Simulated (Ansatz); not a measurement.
3 structures of TiH: a ranking of polymorphs by energy, run with the Ansatz DFT code, driven from Python.

Script `polymorphs_tih.py`:
```python
from dataclasses import dataclass
import warnings

import ansatz
import numpy as np
import pandas as pd
import spglib


@dataclass
class Options:
    functional: str = "r2scan"
    tolerance: float = 1e-05
    max_scf: int = 100
    k_spacing: float = 0.26
    occupations: str = "cold"
    width_ev: float = 0.05


opts = Options()

PHASES = {
    "P4_2/mmc": (
        [(2.94749, 0.0, 0.0), (0.0, 2.94749, 0.0), (0.0, 0.0, 4.56814)],
        [
            ("Ti", (0.5, 0.0, 0.5)),
            ("Ti", (0.0, 0.5, 0.0)),
            ("H", (0.0, 0.0, 0.25)),
            ("H", (0.0, 0.0, 0.75)),
        ],
    ),
    "P6_3/mmc": (
        [(2.87758, 0.0, 0.0), (-1.43879, 2.49206, 0.0), (0.0, 0.0, 5.26329)],
        [
            ("Ti", (0.0, 0.0, 0.0)),
            ("Ti", (0.0, 0.0, 0.5)),
            ("H", (2 / 3, 1 / 3, 0.75)),
            ("H", (1 / 3, 2 / 3, 0.25)),
        ],
    ),
    "Fm-3m": (
        [(0.0, 2.0897, 2.0897), (2.0897, 0.0, 2.0897), (2.0897, 2.0897, 0.0)],
        [
            ("Ti", (0.0, 0.0, 0.0)),
            ("H", (0.5, 0.5, 0.5)),
        ],
    ),
}


def build(vectors, sites):
    crystal = ansatz.Crystal(lattice=ansatz.Lattice.of(vectors))
    for symbol, position in sites:
        crystal = crystal.atom(symbol, position)
    return crystal


def run_phase(name, crystal):
    calc = crystal.calculation()
    calc = calc.functional(opts.functional)
    calc = calc.basis(24 * ansatz.Ha).scf(tolerance=opts.tolerance, max_iterations=opts.max_scf)
    calc = calc.kpoints(spacing=opts.k_spacing)
    calc = calc.occupations(opts.occupations, width=opts.width_ev)
    calc = calc.stress()
    calc = calc.band_table()
    calc = calc.relax(force_tolerance=0.01, fix_cell=["shape"])
    return calc.run()


def volume_per_atom(outcome):
    return abs(np.linalg.det(outcome.lattice.cell_ang)) / len(outcome.lattice.sites)


def pressure_gpa(outcome):
    return float(np.trace(outcome.report["stress_gpa"]) / 3)


def space_group(outcome):
    sites = outcome.report["lattice"]["sites"]
    kinds = sorted({site["symbol"] for site in sites})
    cell = (outcome.lattice.cell_ang, [site["position_frac"] for site in sites], [kinds.index(site["symbol"]) for site in sites])
    return spglib.get_spacegroup(cell, symprec=0.01)


def main() -> None:
    warnings.simplefilter("ignore", ansatz.DeckWarning)

    phases = {name: build(*cell) for name, cell in PHASES.items()}

    done = {name: run_phase(name, crystal) for name, crystal in phases.items()}

    energy = {name: o.report["energy_sigma0_ev"] / len(o.lattice.sites) for name, o in done.items()}
    lowest = min(energy.values())
    rows = [(name, len(o.lattice.sites), 1000 * (energy[name] - lowest), volume_per_atom(o), pressure_gpa(o), space_group(o)) for name, o in done.items()]
    rows.sort(key=lambda row: row[2])
    print(pd.DataFrame(rows, columns=["phase", "atoms", "dE (meV/atom)", "V (A^3/atom)", "P (GPa)", "space group"]).round(4).to_string(index=False))


if __name__ == "__main__":
    main()
```

Which of these structures comes out lowest, and how far apart are they?

By space group at the end of each run: P4_2/mmc (+0 meV an atom, 9.9 Å³), Fm-3m (+59 meV an atom, 9.1 Å³) and P6_3/mmc (+255 meV an atom, 9.3 Å³).

What the script printed:

```console
$ python polymorphs_tih.py
   phase  atoms  dE (meV/atom)  V (A^3/atom)  P (GPa)    space group
P4_2/mmc      4         0.0000        9.8932   0.0001 P4_2/mmc (131)
   Fm-3m      2        59.2131        9.0962  -0.0062    Fm-3m (225)
P6_3/mmc      4       255.4575        9.3174  -0.0173 P6_3/mmc (194)
```

Notes:
- These settings explore the input space; cutoff and mesh may be short of convergence.
- The run is spin-unpolarised.
- For the metals among these phases the mesh is modest: differences between phases can be off by up to 40 meV an atom.
- The program warned that this SCF threshold is loose for forces or stresses.
- Atoms and volume are relaxed with the cell's shape held, which in cells of lower than cubic symmetry can hide stresses and shift volumes.
- Pressure is positive in compression.
- The cells come from databases of deposited and of computed structures, and not all need be stable phases.
- The ranking holds among these structures alone, at zero temperature; the ground state may be another structure. Differences under about 40 meV an atom lie within the error of mesh and functional.
- The script silences the warnings on its input, which a real study should read.
- Hardware and time: 62 s on 1 thread of Arm Neoverse V1 (shared host), peak memory 0.6 GiB.

(Lines on the test bed's own set-up are left out of the output.)
